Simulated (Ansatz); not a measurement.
Task: a test of scalar relativity of AlBe, with the Python package of Ansatz (0.2.0). Give the script and its output. Level of theory (for the species named): PBE, cc-pVTZ basis, multiplicity 2, D4 dispersion.

```xyz
2

Be    0.0000    0.0000    0.0000
Al    0.0000    0.0000    2.1550
```

`albe_x2c.py`
```python
import ansatz
import numpy as np

FUNCTIONAL = "pbe"
DISPERSION = "d4"

GEOMETRY = """
Be    0.00000    0.00000    0.00000
Al    0.00000    0.00000    2.15500
"""


def main() -> None:
    geometry = ansatz.Crystal.molecule()
    for line in GEOMETRY.strip().splitlines():
        symbol, *xyz = line.split()
        geometry = geometry.atom(symbol, [float(v) for v in xyz])

    job = geometry.calculation()
    job = job.functional(FUNCTIONAL, dispersion=DISPERSION)
    job = job.spin("collinear", total=1).forces()
    sets = {"none": "cc-pVTZ", "scalar": "cc-pVTZ-DK"}
    found = {kind: job.basis(gaussian=basis).pseudopotentials(relativity=kind).run(threads=1).report for kind, basis in sets.items()}
    for kind, each in found.items():
        dipole = 4.803205 * np.linalg.norm(each["charge_distribution"]["dipole_moment_e_ang"])
        print(f"{kind:7s} E = {each['free_energy_ev']:.4f} eV  dipole {dipole:.3f} D  largest force component {np.abs(each['forces_ev_ang']).max():.4f} eV/A")
    print(f"relativity lowers the total energy by {found['none']['free_energy_ev'] - found['scalar']['free_energy_ev']:.3f} eV")


if __name__ == "__main__":
    main()
```

```console
$ python albe_x2c.py
none    E = -6990.2709 eV  dipole 0.269 D  largest force component 1.7255 eV/A
scalar  E = -7002.3551 eV  dipole 0.251 D  largest force component 1.7215 eV/A
relativity lowers the total energy by 12.084 eV
```

The total moves by -12.1 eV, nearly all in the cores, and the dipole from 0.27 to 0.25 D.

Caveats:
- Total energies depend on the basis set; only differences at equal settings carry meaning.
- The geometry is a force-field or estimated start, not a minimum of this method. The basis set changes with the Hamiltonian (a set recontracted for scalar relativity), and most of the change in the total lies in the cores.
- The run takes the species as open-shell (spin multiplicity 2), which needn't be its ground state.
- The spin state was assumed, and another may lie lower.
- Timing: 13 s on 1 thread of AMD EPYC 9B14 (Zen 4), with other jobs on the host, peak memory 0.2 GiB.
